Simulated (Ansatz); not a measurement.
# ClZr: the cost of one run

Program: Ansatz 0.2.0, Gaussian basis. Level of theory: def2-QZVPP, core rule «outside noble gas», up to 9 orbitals frozen. These are calculated values, not measurements.

The runs, in order: UHF; ROHF; CCSD(T) on UHF.

## 1. The system

The geometry is a PBE0/def2-TZVP stationary point (not a proven minimum) of the parent state, kept for this charge and spin. No spin-orbit coupling is included. Elements past krypton take def2 core potentials.

2 atoms, charge 0, spin multiplicity 8.

Atoms are counted from 1 here; the program's logs count them from 0.

Bond lengths: Zr1–Cl2 3.133 Å.

## 2. UHF

Contents of in.yaml:

```yaml
crystal:
  periodic: [false, false, false]
  atoms:
    - {symbol: Zr, position_ang: [0.000000, 0.000000, 0.000000]}
    - {symbol: Cl, position_ang: [0.000000, 0.000000, 3.133000]}
basis:
  gaussian: {orbitals: "def2-QZVPP.json"}
magnetization: {spin_polarized: true, initial_magnetization: 7}
hamiltonian: {xc: hf}
output: {orbitals: {seedname: orbitals}}
```

On the command line:

```console
> ansatz run in.yaml --threads 1 --pin off --events-out ev --progress --plain --max-ram 4096MiB --backend cpu
```

Q: Estimate wall time and peak memory on 1 thread of AMD EPYC 7R13, shared host.

About 2.2 min, with a peak of 0.39 GiB.
